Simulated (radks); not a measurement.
# Pd in [Ar] 3d10 4s2 4p5.5 4d10 4f0.5: an all-electron calculation

Wanted: eigenvalues, radial structure and energy terms of neutral palladium.

The numbers are computed with radks (a radial shooting solver on a logarithmic mesh, Libxc functionals) version 1 (scalar-relativistic Kohn-Sham, LDA (Slater exchange, Perdew-Wang correlation), spin-polarised, spherical densities, finite nucleus; open shells are filled with parallel spins first), except any that are marked as measured or tabulated.

## Step 1: What is computed

```
element            : palladium (Z = 46)
charge             : 0
electrons          : 46
configuration      : [Ar] 3d10 4s2 4p5.5 4d10 4f0.5
nuclear rms radius : 4.5318 fm
```

## Step 2: The calculation

The run's settings:

```text
Z 46
configuration [Ar] 3d10 4s2 4p5.5 4d10 4f0.5 5s0 5p0 5d0 5f0
relativity scalar-relativistic
functional lda,pw
spin polarised
nucleus finite rms 4.5318 fm
c 137.035999084
```

Command:

```
python run_ks.py task.json out
```

All runs below come from this command, one after another.

**Question.** What will this run give?

**Answer**, as computed:

```
                        quantity                   value
                    total energy     -5040.05002 hartree
exchange-correlation share of it                  2.76 %
                            −T/E                  1.0369
          highest occupied level        4f up, -0.297 eV
    most extended occupied level  4f up, <r> = 26.7 bohr
 radius at density 0.001 e/bohr³               3.84 bohr
    maxima of the radial density                       5
```

**Reading.** The radial density shows 5 maxima for 4 occupied principal shells. Relativity lifts −T/E to 1.037. This is not the tabulated ground configuration, so its levels and sizes aren't those of the ground state, and no measured value stands beside it.
